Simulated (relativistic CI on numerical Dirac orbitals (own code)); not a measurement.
**Tc³⁺: L2,3 absorption multiplets**

Wanted: the shape of the L2,3 absorption spectrum of Tc³⁺ in 4 surroundings, from the same atomic integrals.

The numbers are computed with relativistic CI on numerical Dirac orbitals (own code) version 1 (Dirac-Coulomb-Breit CI, KLI orbitals optimised for each configuration, model QED (radiative potential, 1s self-energy scaled to tabulated hydrogen-like ionisation energies), valence Slater integrals scaled by 0.7, multiplet model of core-to-valence dipole absorption in a parametric crystal field), except any that are marked as measured or tabulated.

### Step 1. What is computed

- ion: Tc³⁺ (Tc IV)
- nuclear charge: 43
- electrons: 40
- configurations: [Kr] 4d4 → [He] 2s2 2p5 3s2 3p6 3d10 4s2 4p6 4d5
- magnetising field for the dichroism, Lz and Sz: exchange field 10 meV on Sz; these come from the lowest magnetised state alone (0 K)
- temperature of the isotropic spectrum: 80 K
- widths: Lorentz 2.4 eV, Gauss 0.5 eV
- surrounding 1: Oh, 10Dq = 36050 cm⁻¹
- surrounding 2: Oh, 10Dq = 43600 cm⁻¹
- surrounding 3: Oh, 10Dq = 51100 cm⁻¹
- surrounding 4: Oh, 10Dq = 58600 cm⁻¹

### Step 2. Surrounding 1: Oh, 10Dq = 36050

Input settings:

```ini
atom Tc  Z=43  charge=3  electrons=40
nucleus A=97  rms_radius_fm=4.4112
hamiltonian dirac-coulomb  breit=on  qed=on  c_scale=1
orbitals kli  potential=per-configuration
slater_scale 0.7
correlation none
mixing on
configurations
  [Kr] 4d4
  [He] 2s2 2p5 3s2 3p6 3d10 4s2 4p6 4d5
end
absorption L2,3 T=80 lorentz=2.4 gauss=0.5
crystal_field Oh 10Dq=36050
```

### Step 3. Surrounding 2: Oh, 10Dq = 43600

The settings differ from step 2 so:

```diff
@@ -12,2 +12,2 @@
 absorption L2,3 T=80 lorentz=2.4 gauss=0.5
-crystal_field Oh 10Dq=36050
+crystal_field Oh 10Dq=43600
```

### Step 4. Surrounding 3: Oh, 10Dq = 51100

The settings differ from step 3 so:

```diff
@@ -12,2 +12,2 @@
 absorption L2,3 T=80 lorentz=2.4 gauss=0.5
-crystal_field Oh 10Dq=43600
+crystal_field Oh 10Dq=51100
```

### Step 5. Surrounding 4: Oh, 10Dq = 58600

The settings differ from step 4 so:

```diff
@@ -12,2 +12,2 @@
 absorption L2,3 T=80 lorentz=2.4 gauss=0.5
-crystal_field Oh 10Dq=51100
+crystal_field Oh 10Dq=58600
```

(Steps that only read results are left out.)

**Question.** What will these runs give? Wanted: highest peak, first run; ground spin; share of the lower edge; core spin-orbit splitting.

As calculated:

| surrounding | ground S | Lz (0 K) | Sz (0 K) | centroid (eV) | share of the lower edge | up to four highest peaks (% of the highest), eV |
| --- | --- | --- | --- | --- | --- | --- |
| 1: Oh | 1.00 | -0.16 | -0.17 | 2709.59 | 0.767 | 2679.5 (62), 2683.2 (100), 2797.0 (16), 2799.8 (35) |
| 2: Oh | 1.00 | -0.17 | -0.18 | 2710.33 | 0.763 | 2679.2 (63), 2683.8 (100), 2796.2 (14), 2800.2 (37) |
| 3: Oh | 1.00 | -0.17 | -0.18 | 2710.91 | 0.760 | 2678.8 (65), 2684.5 (100), 2796.0 (13), 2801.0 (38) |
| 4: Oh | 1.00 | -0.17 | -0.18 | 2711.39 | 0.758 | 2678.5 (65), 2685.0 (100), 2795.5 (13), 2801.5 (39) |

```
                                 quantity           value
                  highest peak, first run       2683.2 eV
      ground spin (effective S from ⟨S²⟩)            1.00
                  share of the lower edge  0.758 to 0.767
core spin-orbit splitting (without Breit)       120.51 eV
```

The lower edge takes 0.77 of the intensity in surrounding 1, above the statistical 0.67. The position of the maximum differs by up to 1.8 eV between the surroundings, by shifts of peaks or by peaks exchanging rank. Edge positions are free-ion values and differ from those in solids by a few eV or more.
